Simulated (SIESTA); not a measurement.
The system is Ge2Sb2Te5.

```xyz
9
Lattice="6.8391 -3.0660 0.0000 6.8391 3.0660 0.0000 -6.8310 0.0000 6.8476" Properties=species:S:1:pos:R:3 pbc="T T T"
Te    5.4948    0.0000    2.6461
Te    9.5385    0.0000    1.3429
Te    0.0699    0.0000    0.0441
Te   -2.7069    0.0000    5.5452
Te    1.3918    0.0000    4.0888
Sb    8.3181    0.0000    4.0255
Sb   -1.3207    0.0000    2.8579
Ge    2.6055    0.0000    1.2862
Ge    6.7274    0.0000    0.0756
```

The cell comes from a database or a generator and needn't be the stable form of this composition.

Base run:

| Property | Result |
| --- | --- |
| Program | SIESTA 5.4.2 |
| Functional | PBEsol |
| Potentials or basis | PseudoDojo 0.4 standard (PBEsol files) |
| Basis | DZP (energy shift 0.003 Ry; two zetas on semicore shells) |
| Grid cutoff | 800 Ry |
| Energy shift | 0.003 Ry |
| k mesh | 5 × 5 × 4 |
| Occupations | fermi-dirac, width 0.05 eV |
| Spin | no spin polarisation |

Its results: band gap on the k mesh 0.23 eV, indirect (least direct gap 0.31 eV); pressure -1.4 GPa; largest force 0.185 eV/Å.

**Question.** The run is repeated on the same cell with these changes: functional from PBEsol to LDA; potentials or basis from PseudoDojo 0.4 standard (PBEsol files) to PseudoDojo 0.4 standard (LDA files). What comes out?

**Answer.** Band gap on the k mesh 0.24 eV, indirect (least direct gap 0.31 eV); pressure -2.4 GPa; largest force 0.124 eV/Å.

Caveats: spin-orbit coupling is left out, which moves the levels of the heavy elements; the mesh misses the band edges, which the band path finds closer together; the basis of atomic orbitals isn't converged, which shifts pressures, moduli and gaps.
